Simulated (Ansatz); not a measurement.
Write a Python script for Ansatz 0.2.0 through its Python package that makes a rigid scan of one bond length of ClF₂HSn, SMILES [F][SnH]([F])[Cl]. Level of theory (for the species named): PBE, def2-SVP basis, multiplicity 1.

```json
{"atom": "F", "x (Å)": "-0.1592", "y (Å)": "-0.8282", "z (Å)": "1.7968"}
{"atom": "Sn", "x (Å)": "0.0779", "y (Å)": "0.0158", "z (Å)": "0.0382"}
{"atom": "F", "x (Å)": "-0.2213", "y (Å)": "1.9407", "z (Å)": "0.1418"}
{"atom": "Cl", "x (Å)": "-1.3675", "y (Å)": "-0.8852", "z (Å)": "-1.5105"}
{"atom": "H", "x (Å)": "1.7200", "y (Å)": "-0.3166", "z (Å)": "-0.5077"}
```

Script `run_scan.py`:
```python
# -*- coding: utf-8 -*-
"""Stretching a bond of ClF2HSn, the rest held rigid."""

import ansatz as az
import numpy as np

BASIS_SET = "def2-SVP"
FUNCTIONAL = "pbe"

geometry = (
    az.Crystal.molecule()
    .atom("F", (-0.1592, -0.8282, 1.7968))
    .atom("Sn", (0.0779, 0.0158, 0.0382))
    .atom("F", (-0.2213, 1.9407, 0.1418))
    .atom("Cl", (-1.3675, -0.8852, -1.5105))
    .atom("H", (1.72, -0.3166, -0.5077))
)

symbols = [site.symbol for site in geometry.cartesian_sites]
start = np.array([site.position_ang for site in geometry.cartesian_sites])
axis = (start[4] - start[1]) / np.linalg.norm(start[4] - start[1])
moving = [4]
lengths, energies = [1.5, 1.62, 1.76, 1.94, 2.2, 2.64, 3.17, 3.88], []
for length in lengths:
    xyz = start.copy()
    xyz[moving] += (length - np.linalg.norm(start[4] - start[1])) * axis
    point = az.Crystal.molecule()
    for symbol, place in zip(symbols, xyz):
        point = point.atom(symbol, place.tolist())
    calc = (
        point.calculation()
        .basis(gaussian=BASIS_SET)
        .functional(FUNCTIONAL)
        .spin("collinear")
    )
    r = calc.run().report
    energies.append(r["free_energy_ev"])
    print(f"r = {length:6.3f} A  E = {energies[-1]:.5f} eV  <S^2> = {abs(r['mean_field']['state']['spin_squared']):.3f}")

print("energy above the lowest point (eV):", [round(e - min(energies), 3) for e in energies])
```

Output of `python run_scan.py`:
```text
r =  1.500 A  E = -23787.18148 eV  <S^2> = 0.000
r =  1.620 A  E = -23787.53668 eV  <S^2> = 0.000
r =  1.760 A  E = -23787.59954 eV  <S^2> = 0.000
r =  1.940 A  E = -23787.36796 eV  <S^2> = 0.000
r =  2.200 A  E = -23786.76961 eV  <S^2> = 0.000
r =  2.640 A  E = -23785.68173 eV  <S^2> = 0.000
r =  3.170 A  E = -23784.93681 eV  <S^2> = 0.760
r =  3.880 A  E = -23784.75132 eV  <S^2> = 0.973
energy above the lowest point (eV): [0.418, 0.063, 0.0, 0.232, 0.83, 1.918, 2.663, 2.848]
```

Total energies depend on the basis set; only differences at equal settings carry meaning. The rest of the molecule is held rigid at a force-field or estimated start geometry, and the basis set is modest; single-reference methods fail as a bond breaks. def2 sets replace the cores of elements past krypton by effective core potentials. The expectation value of S² is noticeably off S(S+1) in at least one run, so that state is spin-contaminated. It ran for 30 s on 1 thread of Arm Neoverse V2, with other jobs on the host, peak memory 0.23 GiB.
